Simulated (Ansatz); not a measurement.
**CH₅AlO₂Si: one species, many methods**

An exercise on one series of results from a longer session: the logs are not shown, and one member is left open.

Program: Ansatz 0.2.0, Gaussian basis. Level of theory: functionals in def2-TZVPP, the program's frozen cores in correlated methods. These are calculated values, not measurements.

Levels to be run: PBE-D4, r2SCAN-D4, PBE0-D4, B3LYP-D4, ωB97X-V, ωB97M-V, B2PLYP; CCSD(T)/def2-TZVPP; MP2/def2-QZVPP; extrapolation to the limit.

**Structure used throughout**

The geometry comes from an earlier relaxation with PBE0-D4 in a triple-zeta def2 set; it is a stationary point, not always the lowest conformer.

SMILES `O=[CH][Al]([OH])[SiH3]`, 10 atoms, charge 0, spin multiplicity 1.

Atoms are counted from 1 here; the program's logs count them from 0.

Bond lengths: O1–C2 1.213 Å, C2–Al3 2.025 Å, C2–H6 1.120 Å, Al3–O4 1.695 Å, Al3–Si5 2.442 Å, O4–H7 0.955 Å, Si5–H8 1.489 Å, Si5–H9 1.490 Å, Si5–H10 1.490 Å. Angles: O1–C2–Al3 114.5°, O1–C2–H6 117.9°, Al3–C2–H6 127.6°, C2–Al3–O4 122.4°, C2–Al3–Si5 117.3°, O4–Al3–Si5 120.3°, Al3–O4–H7 126.4°, Al3–Si5–H8 111.7°, Al3–Si5–H9 110.5°, Al3–Si5–H10 110.5°, H8–Si5–H9 108.1°, H8–Si5–H10 108.1°, H9–Si5–H10 107.8°.

The first run:

Contents of in.yaml:

```yaml
crystal:
  periodic: [false, false, false]
  atoms:
    - {symbol: O, position_ang: [-1.666076, 0.590463, 1.769309]}
    - {symbol: C, position_ang: [-1.723491, 0.952596, 0.613184]}
    - {symbol: Al, position_ang: [-0.203475, 0.291625, -0.550049]}
    - {symbol: O, position_ang: [-0.079621, 0.688482, -2.192938]}
    - {symbol: Si, position_ang: [1.484651, -1.121248, 0.507772]}
    - {symbol: H, position_ang: [-2.585968, 1.599104, 0.309266]}
    - {symbol: H, position_ang: [-0.685946, 1.231849, -2.692902]}
    - {symbol: H, position_ang: [2.533970, -1.543837, -0.459878]}
    - {symbol: H, position_ang: [2.150671, -0.392642, 1.623316]}
    - {symbol: H, position_ang: [0.858287, -2.347493, 1.075922]}
basis:
  gaussian: {orbitals: def2-TZVPP}
hamiltonian: {xc: pbe, dispersion: d4}
output: {forces: true, orbitals: {seedname: orbitals}}
```

Command:

```bash
> ansatz run in.yaml --threads 4 --pin off --events-out ev --progress --plain --max-ram 10444MiB
```

Steps of the session up to this table: PBE-D4 (GGA); r2SCAN-D4 (meta-GGA); PBE0-D4 (hybrid); B3LYP-D4 (hybrid); ωB97X-V (range-separated); ωB97M-V (range-separated); B2PLYP (double hybrid); CCSD(T) in def2-TZVPP; MP2 in def2-QZVPP.

One table of the session follows, with a row left open; its other results are not shown here.

It belongs to the step «Atomisation energies». 

```
            method  atomisation energy (kJ/mol)
            PBE-D4                       3544.5
         r2SCAN-D4                       3497.1
           PBE0-D4                       3455.8
          B3LYP-D4                       3478.0
           ωB97X-V                       3505.3
           ωB97M-V                       3492.9
            B2PLYP                       3446.7
     HF/def2-TZVPP                       2457.8
    MP2/def2-TZVPP                       3463.0
   CCSD/def2-TZVPP                       3335.5
CCSD(T)/def2-TZVPP                       3395.4
           MP2/CBS                       3567.4
       CCSD(T)/CBS                            ?
```

Estimate the missing values for CCSD(T)/CBS.

**Answer.** atomisation energy (kJ/mol): 3499.8. In the column «atomisation energy (kJ/mol)» it lies between r2SCAN-D4 (3497.1) and ωB97X-V (3505.3).

To keep in mind: Free atoms (2 O, 1 C, 1 Al, 1 Si, 5 H) were run apart at each level; the atomisation energy is their sum less the molecule, without zero-point or spin-orbit terms.
